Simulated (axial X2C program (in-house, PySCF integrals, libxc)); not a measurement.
# TcP: from the state search to constants, part 2 of 2

Computed with an in-house X2C program for linear molecules on PySCF integrals; all-electron X2C, Tc dyall-cv3z, P dyall-v3z. The steps go on from the part before.

## 16. MP2 and beyond, 2c

Correlated methods: 12 electrons correlated (frozen shells, counted by type: Tc 4 s, 3 p, 1 d; P 2 s, 1 p), 252 virtual spinors in MP2, 140 natural virtuals in coupled cluster.

Output of the correlated part at 2.107 Å:

```text
correlated 12  virtual 252  natural virtual 140  E(MP2) -0.282957596  MP2 remainder -0.003175366
iter   CCSD correlation   residual
   1     -0.284573393   1.77e-01
   2     -0.296329430   1.05e-01
   3     -0.306882372   7.15e-02
   4     -0.312750325   4.34e-02
   5     -0.316122174   2.30e-02
   6     -0.316697400   1.08e-02
   7     -0.317093078   5.95e-03
   8     -0.317112702   3.07e-03
   9     -0.317124864   1.44e-03
  10     -0.317160368   5.61e-04
  11     -0.317152365   2.73e-04
  12     -0.317159223   1.52e-04
  13     -0.317154891   9.00e-05
  14     -0.317152586   4.71e-05
  15     -0.317151500   2.30e-05
  16     -0.317151196   1.12e-05
  17     -0.317151202   6.31e-06
(T) -0.023140029  T1 0.1243  D1 0.2127  max T2 0.072
```

MP2: No constants are quoted: the reference is strongly spin-contaminated.

CCSD: Re = 2.119 Å, ωe = 465 cm⁻¹, Be = 0.1591 cm⁻¹, De = 2.54 eV. T1 at Re = 0.088 (Lee–Taylor, the printed value over √2).

CCSD(T): Re = 2.110 Å, ωe = 484 cm⁻¹, Be = 0.1605 cm⁻¹, De = 2.91 eV. T1 at Re = 0.088 (Lee–Taylor, the printed value over √2).

## 17. A higher determinant, 2c

State: Ω = 3 (excess of +ω over −ω: ω = 1/2, ω = 5/2).

Output at the reference distance:

```text
two-component X2C + atomic mean field  PBE0
basis functions 196  fitting functions 963  grid points 5081
iter        total energy     max residual
   1      -4625.326886685     2.70e-06
   2      -4625.326886687     1.70e-06
converged
one-electron -6700.16505273  Coulomb 2067.50620686  exact exchange -37.50532892  xc functional -115.04422655  nuclear repulsion 161.99302375  atomic mean-field constant -2.11150910
```

| R (Å) | E above the lowest PBE0 point (eV) |
| --- | --- |
| 1.833 | 1.133 |
| 1.917 | 0.550 |
| 1.981 | 0.258 |
| 2.044 | 0.111 |
| 2.107 | 0.071 |
| 2.181 | 0.123 |
| 2.255 | 0.250 |
| 2.349 | 0.483 |
| 2.465 | 0.830 |

No constants are quoted: fits of two degrees disagree.

State: Ω = 2 (excess of +ω over −ω: 2 × ω = 1/2, ω = -3/2, ω = 5/2).

Output at the reference distance:

```text
two-component X2C + atomic mean field  PBE0
basis functions 196  fitting functions 963  grid points 5081
iter        total energy     max residual
   1      -4625.310397737     8.39e-06
   2      -4625.310397756     8.08e-06
   3      -4625.310397760     9.52e-06
   4      -4625.310397768     3.66e-06
   5      -4625.310397770     1.77e-06
converged
one-electron -6700.99410626  Coulomb 2068.36054155  exact exchange -37.50655293  xc functional -115.05179479  nuclear repulsion 161.99302375  atomic mean-field constant -2.11150910
```

| R (Å) | E above the lowest PBE0 point (eV) |
| --- | --- |
| 1.833 | 1.800 |
| 1.917 | 1.076 |
| 1.981 | 0.762 |
| 2.044 | 0.590 |
| 2.107 | 0.520 |
| 2.181 | 0.526 |
| 2.255 | 0.593 |
| 2.349 | 0.734 |
| 2.465 | 0.951 |

Re = 2.137 Å, ωe = 411 cm⁻¹, ωexe = 2.7 cm⁻¹, Be = 0.1565 cm⁻¹, μ = -3.28 D. Te = 0.51 eV.

## 18. The 2c curves together

Energy (eV) of the followed determinant, 2c, from each level's lowest point:

| R (Å) | PBE0 | HF | MP2 (spin-contaminated) | CCSD | CCSD(T) | B97-3 (jumps) | BLYP (jumps) | TPSS (jumps) |
| --- | --- | --- | --- | --- | --- | --- | --- | --- |
| 1.833 | 1.172 | 2.630 | 0.630 | n/a | n/a | 0.955 | 1.022 | 1.162 |
| 1.917 | 0.473 | 1.673 | 0.205 | 0.532 | 0.513 | 0.379 | 0.360 | 0.530 |
| 1.981 | 0.181 | 1.154 | 0.052 | 0.221 | 0.205 | 0.134 | 0.105 | 0.215 |
| 2.044 | 0.036 | 0.767 | 0.000 | 0.059 | 0.050 | 0.016 | 0.000 | 0.048 |
| 2.107 | 0.000 | 0.485 | 0.024 | 0.000 | 0.000 | 0.000 | 0.007 | 0.000 |
| 2.181 | 0.057 | 0.257 | 0.114 | 0.032 | 0.047 | 0.073 | 0.125 | 0.055 |
| 2.255 | 0.189 | 0.111 | 0.242 | 0.140 | 0.175 | 0.215 | 0.237 | 0.197 |
| 2.349 | 0.428 | 0.015 | 0.435 | 0.343 | 0.409 | 0.458 | 0.473 | 0.458 |
| 2.465 | 0.781 | 0.000 | 0.690 | n/a | n/a | 0.809 | 0.834 | 0.844 |
| 2.634 | 1.334 | 0.111 | 1.078 | n/a | n/a | 1.355 | 1.405 | 1.492 |
| 2.865 | 2.057 | 0.406 | 1.619 | n/a | n/a | 1.666 | 2.155 | 2.048 |
| 3.160 | 2.832 | n/a | n/a | n/a | n/a | 2.214 | 2.633 | 2.608 |

Time for the job: 26 min (2 threads, shared host).

## 19. Constants

What follows sums up all 2 parts.

Lowest determinant that the search found at its distance, spin-free: M_S = 2, Λ = 1 (beyond closed shells: σα, π+α, δ+α, δ-α).

Lowest determinant that the search found at its distance, 2c: Ω = 1 (excess of +ω over −ω: ω = -3/2, ω = 5/2).

```
Hamiltonian    level  Re (Å)  ωe (cm⁻¹)  De (eV)  μ (D)
  spin-free     PBE0   2.102        484     3.14  -3.37
  spin-free       HF   2.428      275.5     1.07  -3.76
  spin-free     CCSD   2.121        469     2.58    n/a
  spin-free  CCSD(T)   2.112        490     2.94    n/a
  spin-free     BLYP   2.123        491     3.66  -2.72
  spin-free     TPSS   2.107        507     3.66  -3.04
         2c     PBE0   2.100        486     3.17  -3.34
         2c       HF   2.425      275.7     1.01  -3.73
         2c     CCSD   2.119        465     2.54    n/a
         2c  CCSD(T)   2.110        484     2.91    n/a
```

Dipoles are positive if P is the positive end. No constants: spin-free MP2 (the reference is strongly spin-contaminated); spin-free B97-3 (the points don't follow one smooth fit); 2c MP2 (the reference is strongly spin-contaminated); 2c B97-3 (the solution changes its character somewhere along the scan, so the fit is set aside); 2c BLYP (the solution changes its character somewhere along the scan, so the fit is set aside); 2c TPSS (the solution changes its character somewhere along the scan, so the fit is set aside). Spin-free ⟨S²⟩ is off its pure value at HF 7.59.

Time per point (s) on 2 threads, shared host (2c runs; CCSD comes with the CCSD(T) run); the times are rough: PBE0 2.8, HF 2.7, CCSD(T) 66.

At CCSD(T), going from spin-free to two-component changes Re by -1 mÅ, ωe by -1.2 %; the spin-free picture holds up (part of it comes from the scalar share of the two-electron terms). De moves by -0.04 eV; both De rest on single-determinant atoms, which can miss part of an open shell's spin–orbit lowering.

De refers to Tc + P, each in the lowest determinant found, which need not be this curve's own limit. The state is a single determinant with fixed occupations, the lowest that a limited PBE0 search found. Dissociation energies refer to the lowest single-determinant-based atoms at the same level and basis. Density functionals use the spin component along the axis (collinear). CCSD and (T) use frozen natural virtuals with an MP2 correction for the truncation. The meta-GGAs lack a current-density term, which matters for open shells with orbital currents, atoms included. With several unpaired electrons one determinant need not be a pure state. At some level an empty orbital lies below a filled one. Some points did not converge and are left out. The spin-free determinant is spin-contaminated at some levels. T1 at Re is 0.088 (Lee–Taylor), above the customary mark of 0.02.
